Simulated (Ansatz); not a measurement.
**WSiH₂+ (sextet): from Hartree-Fock to the top rungs at a displaced geometry (v2), def2-SVP**

One table from this session's results is given with a row withheld; the runs are named, their logs left out.

Computed with Ansatz 0.2.0, Gaussian basis. Level: def2-SVP, core rule «outside noble gas», up to 9 orbitals frozen.

To be run: UHF; CCSD(T) on ROHF; CCSD(T) on UHF; CISD; CCSDT(Q) on ROHF; CCSDT(Q) on UHF.

19 further runs of the same task are left out: 1 for a mislabelled method, 7 that didn't finish, 11 set aside as unsound or not needed.

## The geometry

The geometry is a PBE0/def2-TZVP stationary point (not a proven minimum) with its atoms shifted at random (size 0.100 Å). No spin-orbit coupling is included. Elements past krypton take def2 core potentials.

4 atoms, charge 1, spin multiplicity 6.

Atoms are counted from 1 here; the program's logs count them from 0.

Bond lengths: W1–Si2 2.433 Å, Si2–H3 1.518 Å, Si2–H4 1.416 Å. Angles: W1–Si2–H3 123.7°, W1–Si2–H4 125.7°, H3–Si2–H4 108.8°.

Set-up of the first run:

The input, in.yaml:

```yaml
crystal:
  periodic: [false, false, false]
  atoms:
    - {symbol: W, position_ang: [0.022084, -0.000612, 0.349417]}
    - {symbol: Si, position_ang: [-0.142790, 0.007761, -2.077491]}
    - {symbol: H, position_ang: [-0.066170, -1.244915, -2.930672]}
    - {symbol: H, position_ang: [0.016939, 1.140321, -2.912458]}
basis:
  gaussian: {orbitals: def2-SVP}
total_charge: 1
magnetization: {spin_polarized: true, initial_magnetization: 5}
hamiltonian: {xc: hf}
output: {orbitals: {seedname: orbitals}}
```

On the command line:

```bash
$ ansatz run in.yaml --threads 1 --pin off --events-out ev --progress --plain --max-ram 2393MiB
```

Among the steps run: UHF; CCSD(T) on ROHF; CCSD(T) on UHF; CISD; CCSDT(Q) on ROHF; CCSDT(Q) on UHF.

One of the session's tables, all rows but one given; the rest of the session is left out.

It belongs to the step «Misses and costs». 

| method | from RCCSDT(Q) (kJ/mol) |
| --- | --- |
| ROHF | +498.4 |
| UHF | +480.3 |
| RMP2 | +100.6 |
| UMP2 | +91.9 |
| CISD | +53.5 |
| RCCSD | ? |
| UCCSD | +9.1 |
| RCCSD(T) | +4.0 |
| UCCSD(T) | -4.7 |
| RCCSDT | +0.7 |
| UCCSDT | -7.9 |
| RCCSDT(Q) | 0 |
| UCCSDT(Q) | -8.7 |

Estimate the missing values for RCCSD.

**Answer.** from RCCSDT(Q) (kJ/mol): +18.0. In the column «from RCCSDT(Q) (kJ/mol)» it lies between UCCSD (+9.1) and CISD (+53.5).

To keep in mind: Restricted and unrestricted rows rest on different reference determinants; where their highest levels disagree by more than a few hundredths of an eV, they describe different states and don't form one ladder.
